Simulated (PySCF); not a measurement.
# CH3BCl4Si: the cost of one run

The runs use PySCF 2.14.0, with density-fitted response routines of our own; the level of theory stands in each step. All values are computed, except where a source is named. Atoms count from 0, in the outputs and in this text.

## 1. The molecule as given

10 atoms, charge 0, multiplicity 1; geometry from: GFN2-xTB. The atoms were then displaced at random by about 0.01 Å, so the start is not that level's minimum.

Bonds of the start (Å): Cl0–B1 1.73, B1–Cl2 1.73, B1–Si3 2.04, Si3–C4 1.92, C4–Cl5 1.78, C4–Cl6 1.78, Si3–H7 1.46, Si3–H8 1.44, C4–H9 1.07.

## 2. Geometry optimisation at PBE0-D3(BJ)/def2-SVP

What the job is given:

```
{"job": {"xc": "PBE0", "basis": "def2-SVP", "d3": "d3bj", "grid": 1, "shake": 0.01, "kind": "geom"}, "charge": 0, "multiplicity": 1}
Cl    -2.266500    -1.302000    -0.736160
B     -1.816050     0.253360    -0.135030
Cl    -3.069450     1.305430     0.411750
Si     0.139720     0.818030    -0.106920
C      1.201860    -0.778280     0.004760
Cl     0.755270    -1.607030     1.519980
Cl     2.930800    -0.345200     0.054960
H      0.522900     1.629700     1.044600
H      0.572500     1.501680    -1.299380
H      1.079400    -1.496630    -0.779620
```

Run with:

```
$ OMP_NUM_THREADS=1 python probes_run.py task.json out
```

One launch serves the whole session: the jobs run in the order shown.

**Question.** How long does this first job take on 1 thread of Arm Neoverse V2, shared host, and how much memory does it need?

About 53 s, with a peak of 0.52 GiB.
